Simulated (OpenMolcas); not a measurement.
# Nb⁴⁺ among point charges: CASSCF and CASPT2 levels and susceptibility

How does a field of 2 point charges split the states of Nb⁴⁺, and what χT follows?

Method: state-averaged CASSCF and CASPT2, spin-orbit coupling by RASSI with atomic mean-field integrals. Code: OpenMolcas 26.06.

## Step 1: What is computed

```
Species                           : Nb⁴⁺ (niobium, Z = 41, 37 electrons)
Basis                             : ANO-RCC-VTZP [7s6p4d2f1g], 68 functions
Scalar Hamiltonian                : DKH2, point nucleus
Inactive shells                   : 1s 2s 2p 3s 3p 3d 4s 4p
Active space                      : 1 electron in 5 orbitals (4d)
Some configurations of this space : 4d
Orbitals                          : optimised for each spin and parity, averaged over all roots
```

The outer shells:

4d
```
4d [↑ ][  ][  ][  ][  ]
```

The ion sits among 2 point charges of -3 e arranged as a linear pair (D∞h), 2.02 Å from the ion.

The work runs as a chain of OpenMolcas steps in one folder; each step below is one input file. Labels, J, g values, rates, χT and fits are worked out afterwards by a script from the matrices that RASSI stores. The input lists half of the charges; inversion (Group=XYZ) makes the rest.

## Step 2: One- and two-electron integrals

a.inp

```
&GATEWAY
Coord
1

Nb 0.0 0.0 0.0
Basis=ANO-RCC-VTZP
Group=XYZ
NoMove
AngMom=0.0 0.0 0.0
AMFI
XField
1 Angstrom 0
0.000000 0.000000 2.020000 -3.000000
&SEWARD
```

The run is started by

```sh
$ OMP_NUM_THREADS=1 MOLCAS_MEM=1689 MOLCAS_PROJECT=a pymolcas a.inp > a.log
```

What it wrote:

```text
Basis set label: NB.ANO-RCC...7S6P4D2F1G.

      Electronic valence basis set:
      ------------------
      Associated Effective Charge  41.000000 au
      Associated Actual Charge     41.000000 au
      Nuclear Model: Point charge

      Shell  nPrim  nBasis  Cartesian Spherical Contaminant
         s      21       7        X
         p      18       6        X
         d      13       4                 X
         f       6       2                 X
         g       4       1                 X
                  Relativistic Douglas-Kroll-Hess integrals:
                    - DKH order of Hamiltonian: 2
                    - DKH order of Properties : 0
                  Atomic mean-field integrals
```

## Step 3: Reference wave functions, doublets of even parity, 5 roots

a.inp

```
&RASSCF
FileOrb=start.orb
Symmetry=1
Spin=2
nActEl=1 0 0
Inactive=9 9
Ras2=5 0
CIRoot=5 5 1
SDav=5
CIMx=300
Iter=120 100
PrWF=0.3
OrbListing=Nothing
MaxOrb=0
>>> COPY $Project.JobIph JOB001
```

start.orb holds the contracted functions of the basis, ordered by shell, or the orbitals of the step before.

What it wrote:

```text
Wave function specifications:
      -----------------------------

      Number of closed shell electrons          36
      Number of electrons in active shells       1
      Max number of holes in RAS1 space          0
      Max nr of electrons in RAS3 space          0
      Number of inactive orbitals               18
      Number of active orbitals                  5
      Number of secondary orbitals              45
      Spin quantum number                      0.5
      State symmetry                             1
Orbital specifications:
      -----------------------

      Symmetry species                           1   2
                                                ag  au
      Frozen orbitals                            0   0
      Inactive orbitals                          9   9
      Active orbitals                            5   0
      RAS1 orbitals                              0   0
      RAS2 orbitals                              5   0
      RAS3 orbitals                              0   0
      Secondary orbitals                        22  23
      Deleted orbitals                           0   0
      Number of basis functions                 36  32
      Number of CSFs                             5
      Number of root(s) required                 5
      Iter CI   SX   CI       RASSCF       Energy    max ROT     max BLB   max BLB  Level Ln srch  Step   QN
          iter iter root      energy       change     param      element    value   shift minimum  type update
 Nr of preliminary CI iterations:   1
      Total energies have been shifted. Add                -3000.00 au
        1   1   11    0  -819.99842949    0.00E+00   2.35E-01*   9  15 2 -3.74E-01*  0.27   0.00    SX    NO
        2   1   12    0  -820.17944471   -1.81E-01* -1.43E-01*   8  17 2 -4.71E-02*  0.25   0.00    SX    NO
        3   1   11    0  -820.18803696   -8.59E-03*  5.31E-02    9  12 2  1.26E-02*  0.23   0.00    SX    NO
        4   1   10    0  -820.18880814   -7.71E-04*  2.43E-02    9  12 2  2.62E-03*  0.23   0.00    SX    NO
        5   1    9    0  -820.18894495   -1.37E-04*  1.88E-02    9  15 2 -1.38E-03*  0.23   1.81    LS   YES
        6   1    9    0  -820.18897932   -3.44E-05* -2.84E-03    8  14 2 -1.82E-03*  0.23   1.05    QN   YES
        7   1    8    0  -820.18898348   -4.16E-06*  2.32E-04    9  15 2  3.04E-04*  0.23   0.96    QN   YES
        8   1    7    0  -820.18898364   -1.58E-07*  3.61E-05    9  15 2  4.96E-05   0.23   1.16    QN   YES
        9   1    4    0  -820.18898364   -3.86E-09   1.13E-06    7  10 2  4.49E-06   0.23   1.03    QN   YES
      Convergence after  9 iterations
       10   1    4    0  -820.18898364   -2.23E-11   1.13E-06    8  11 2  8.48E-07   0.23   1.03    QN   YES
      Natural orbitals and occupation numbers for root  1
      sym 1:   0.000000   0.000000   0.000000   1.000000   0.000000
      Natural orbitals and occupation numbers for root  2
      sym 1:   1.000000   0.000000   0.000000   0.000000  -0.000000
      Natural orbitals and occupation numbers for root  3
      sym 1:  -0.000000   1.000000   0.000000   0.000000   0.000000
::    RASSCF root number  1 Total energy:  -3820.25558172
::    RASSCF root number  2 Total energy:  -3820.25558172
::    RASSCF root number  3 Total energy:  -3820.14817956
::    RASSCF root number  4 Total energy:  -3820.14817956
::    RASSCF root number  5 Total energy:  -3820.13739565
```

## Step 4: RASSI: spin-orbit coupling between the states

a.inp

```
&RASSI
NrOfJobIphs=1 5
1 2 3 4 5
IphNames
JOB001
EJob
SpinOrbit
DIPRint=1.0
SOCoupling=1000.0
Subsets=2
Property=9
'ANGMOM' 1 'ANGMOM' 2 'ANGMOM' 3 'MLTPL  1' 1 'MLTPL  1' 2 'MLTPL  1' 3
'AMFI' 1 'AMFI' 2 'AMFI' 3
SOProperty=3
'ANGMOM' 1 'ANGMOM' 2 'ANGMOM' 3
```

What it wrote:

```text
SPIN-FREE ENERGIES:
  (Shifted by EMIN (a.u.) =      -3820.2555817214)

 SF State       Relative EMIN(au)   Rel lowest level(eV)    D:o, cm**(-1)      L_eff

     1             0.0000000000        0.0000000000              0.0000         2.0
     2             0.0000000000        0.0000000000              0.0000         2.0
     3             0.1074021617        2.9225617068          23572.0499         1.8
     4             0.1074021617        2.9225617068          23572.0499         1.8
     5             0.1181860685        3.2160067595          25938.8438         1.7
     Dipole printing threshold changed to   1.00000000E+00
Eigenvalues of complex Hamiltonian:
   -----------------------------------
  (Shifted by EMIN (a.u.) =      -3820.2555817214)

 SO State       Relative EMIN(au)   Rel lowest level(eV)    D:o, cm**(-1)     J-value

     1            -0.0030418255        0.0000000000              0.0000         1.1
     2            -0.0030418255        0.0000000000              0.0000         1.1
     3             0.0029542273        0.1631609077           1315.9815         1.2
     4             0.0029542273        0.1631609077           1315.9815         1.2
     5             0.1048912771        2.9370093435          23688.5779         1.5
     6             0.1048912771        2.9370093435          23688.5779         1.5
     7             0.1091518075        3.0529442818          24623.6562         1.7
     8             0.1091518075        3.0529442818          24623.6562         1.7
     9             0.1190349056        3.3218770811          26792.7456         2.0
    10             0.1190349056        3.3218770811          26792.7456         2.0
Weights of the five most important spin-orbit-free states for each spin-orbit state.

 SO State  Total energy (au)           Spin-free states, spin, and weights
 -------------------------------------------------------------------------------------------------------
    1        -0.003042       2 0.5  0.4996    1 0.5  0.4996    4 0.5  0.0004    3 0.5  0.0004    5 0.5  0.0000
    2        -0.003042       2 0.5  0.4996    1 0.5  0.4996    4 0.5  0.0004    3 0.5  0.0004    5 0.5  0.0000
    3         0.002954       2 0.5  0.5000    1 0.5  0.5000    5 0.5  0.0000    4 0.5  0.0000    3 0.5  0.0000
    4         0.002954       2 0.5  0.5000    1 0.5  0.5000    5 0.5  0.0000    4 0.5  0.0000    3 0.5  0.0000
    5         0.104891       4 0.5  0.4700    3 0.5  0.4700    5 0.5  0.0600    2 0.5  0.0000    1 0.5  0.0000
    6         0.104891       4 0.5  0.4700    3 0.5  0.4700    5 0.5  0.0600    2 0.5  0.0000    1 0.5  0.0000
    7         0.109152       3 0.5  0.4996    4 0.5  0.4996    2 0.5  0.0004    1 0.5  0.0004    5 0.5  0.0000
    8         0.109152       3 0.5  0.4996    4 0.5  0.4996    2 0.5  0.0004    1 0.5  0.0004    5 0.5  0.0000
    9         0.119035       5 0.5  0.9400    4 0.5  0.0300    3 0.5  0.0300    1 0.5  0.0000    2 0.5  0.0000
   10         0.119035       5 0.5  0.9400    4 0.5  0.0300    3 0.5  0.0300    1 0.5  0.0000    2 0.5  0.0000
 -------------------------------------------------------------------------------------------------------
```

Time for these steps: 1.6 s (1 thread, shared host).

States without spin-orbit coupling:

```csv
state,degeneracy,E (cm-1),free-ion L (%)
2Delta,2,0,D (100)
2Pi,2,23572,D (100)
2Sigma,1,25939,D (100)
```

With spin-orbit coupling:

| E (cm-1) | Degeneracy | 2S+1 | g |
| --- | --- | --- | --- |
| 0.0 | 2 | 2 | 0.00 0.00 2.00 |
| 1316 | 2 | 2 | 0.00 0.00 6.00 |
| 23689 | 2 | 2 | 0.12 0.88 0.88 |
| 24624 | 2 | 2 | 0.00 0.00 4.00 |
| 26793 | 2 | 2 | 1.88 2.88 2.88 |

Principal g values are given for doublets only; a zero marks a field direction without first-order Zeeman splitting.

Powder χT (cm³ K/mol): 0.13 at 2 K, 0.13 at 5 K, 0.13 at 10 K, 0.13 at 20 K, 0.14 at 50 K, 0.15 at 100 K, 0.16 at 150 K, 0.18 at 200 K, 0.19 at 250 K, 0.21 at 300 K.

Orbitals of the lowest block (energies include the constant potential of the surroundings):

```csv
shell,space,energy (hartree),mean occupation,⟨r²⟩ (bohr²)
1s,inactive,-701.4353,2.000,0.00172
2s,inactive,-101.0246,2.000,0.0292
2p,inactive,-90.0395,6.000,0.0231
3s,inactive,-18.1944,2.000,0.222
3p,inactive,-14.4929,6.000,0.228
3d,inactive,-8.4218,10.000,0.224
4s,inactive,-2.7882,2.000,1.48
4p,inactive,-1.6683,6.000,1.80
4d,RAS2,,1.000,3.71
```

## Step 5: CASPT2: IPEA 0.25, imaginary shift 0.1 (closed shells correlated: 4s 4p)

a.inp

```
>>> COPY JOB001 $Project.JobIph
&CASPT2
Multistate=5 1 2 3 4 5
NoMult
Frozen=8 6
IPEA=0.25
Imaginary=0.1
MaxIter=60
WThr=0.0 0.3 0.05
PrWF=0.5
NoMix
```

What it wrote:

```text
Orbital specifications:
      -----------------------

      Symmetry species                           1   2
                                                ag  au
      Frozen orbitals                            8   6
      Inactive orbitals                          1   3
      Active orbitals                            5   0
      Secondary orbitals                        22  23
      Deleted orbitals                           0   0
      Number of basis functions                 36  32
Type of calculation                        SS-CASPT2
      Fock operator                              state-specific
      IPEA shift                                 0.25
      Real shift                                 0.00
      Imaginary shift                            0.10
      The input orbitals will be transformed to quasi-canonical
Reference energy:       -3820.2555817214
      E2 (Non-variational):      -0.2233161496
      Shift correction:          -0.0000960780
      E2 (Variational):          -0.2234122276
      Total energy:           -3820.4789939490
      Residual norm:              0.0000003809
      Reference weight:           0.95824
      Contributions to the CASPT2 correlation energy
      Active & Virtual Only:          0.0000000000
      One Inactive Excited:          -0.0466417011
      Two Inactive Excited:          -0.1766744485
Reference energy:       -3820.2555817214
      E2 (Non-variational):      -0.2233151945
      Shift correction:          -0.0000960758
      E2 (Variational):          -0.2234112703
      Total energy:           -3820.4789929917
      Residual norm:              0.0000003809
      Reference weight:           0.95824
      Contributions to the CASPT2 correlation energy
      Active & Virtual Only:          0.0000000000
      One Inactive Excited:          -0.0466407460
      Two Inactive Excited:          -0.1766744485
::    CASPT2 Root  1     Total energy:  -3820.47899395
::    CASPT2 Root  2     Total energy:  -3820.47899299
::    CASPT2 Root  3     Total energy:  -3820.37317496
::    CASPT2 Root  4     Total energy:  -3820.37317496
::    CASPT2 Root  5     Total energy:  -3820.36414992
```

This run took 0.67 s in all on 1 thread, shared host.

SS-CASPT2: lowest energy less the reference's lowest, -0.2234 hartree; reference weights 0.957 to 0.958.

Spin-free states, with their symmetry labels:

```csv
state,degeneracy,E (cm-1),free-ion L (%)
2Delta,2,0,D (100)
2Pi,2,23224,D (100)
2Sigma,1,25205,D (100)
```

With spin-orbit coupling:

```tsv
E (cm-1)	Degeneracy	2S+1	g
0	2	2	0.00 0.00 2.00
1320	2	2	0.00 0.00 6.00
23320	2	2	0.15 0.96 0.96
24280	2	2	0.00 0.00 4.00
26090	2	2	1.85 2.97 2.97
```

Powder χT (cm³ K/mol): 0.13 at 2 K, 0.13 at 5 K, 0.13 at 10 K, 0.13 at 20 K, 0.14 at 50 K, 0.15 at 100 K, 0.16 at 150 K, 0.18 at 200 K, 0.19 at 250 K, 0.21 at 300 K.

## Step 6: The methods side by side

A. CASSCF
B. SS-CASPT2, IPEA 0.25, imaginary shift 0.1 (closed shells correlated: 4s 4p)

```
method  ground state  first state of that spin (cm-1)  first gap with spin-orbit (cm-1)  χT at 300 K
     A        2Delta                        2Pi 23570                            1316.0         0.21
     B        2Delta                        2Pi 23220                            1316.3         0.21
```

## Step 7: What came out

| quantity | value |
| --- | --- |
| method | SS-CASPT2, IPEA 0.25, imaginary shift 0.1 (closed shells correlated: 4s 4p) |
| spin-free ground state | 2Delta, 2-fold in its orbital part |
| first state of the same spin within the active space | 2Pi at 23200 cm⁻¹ |
| lowest level | 2-fold, g = 0.00, 0.00, 2.00 |
| next level | 1316.3 cm⁻¹ |
| χT at 300 K | 0.21 cm³ K/mol |
| effective moment at 300 K | 1.28 μB |

Cost by method:

```csv
method,time of its own steps,time with the reference
A. CASSCF,1.6 s,1.6 s
"B. SS-CASPT2, IPEA 0.25, imaginary shift 0.1, +4s 4p",0.67 s,2.3 s
```

Times are of one thread on a shared host.

The spin-free ground state (2Delta) comes to 100 % from free-ion D terms and keeps the highest spin of the shell. χT at 300 K is 0.21, against 0.38 cm³ K/mol for the spin alone, so orbital moment lowers it. The field of point charges can differ much from that of real complexes. Point charges carry no covalency, so the field is a model and not that of real ligands.
